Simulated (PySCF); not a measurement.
The system is F4C2H2, in a box.

```
CELL_PARAMETERS angstrom
12.00000 0.00000 0.00000
0.00000 12.00000 0.00000
0.00000 0.00000 11.00000
ATOMIC_POSITIONS crystal
F 0.47485 0.37925 0.58391
C 0.47279 0.44576 0.48488
C 0.50980 0.55977 0.51730
F 0.61163 0.56482 0.55765
F 0.50770 0.62606 0.41458
F 0.44067 0.60671 0.59808
H 0.52952 0.40193 0.41535
H 0.38901 0.44769 0.44529
```

The cell isn't the ideal one: atoms moved at random, drawn with an rms of 0.05 Å.

Program: PySCF 2.14.0. Alike in all runs: task atomic charges; potentials or basis def2-svp (all-electron); no spin polarisation; cell atoms moved at random, drawn with an rms of 0.05 Å; k mesh 1 × 1 × 1; smearing fixed.

Order these runs on this cell by their band gap on the k mesh, lowest first.
A. level PBEsol0; exxdiv ewald
B. level r2SCAN+D4; three-body dispersion term yes
C. level BP86+D3(BJM); three-body dispersion term no
D. level CAM-B3LYP+D3; exxdiv ewald; three-body dispersion term no

C (8.82 eV), B (9.69 eV), A (11.78 eV), D (14.35 eV).

Caveats: this is a molecule in a periodic box at the Γ point, so its band gap is the HOMO-LUMO gap; the basis of atomic orbitals isn't converged, which shifts pressures, moduli and gaps.

Runs at the PBE level aren't shown here.
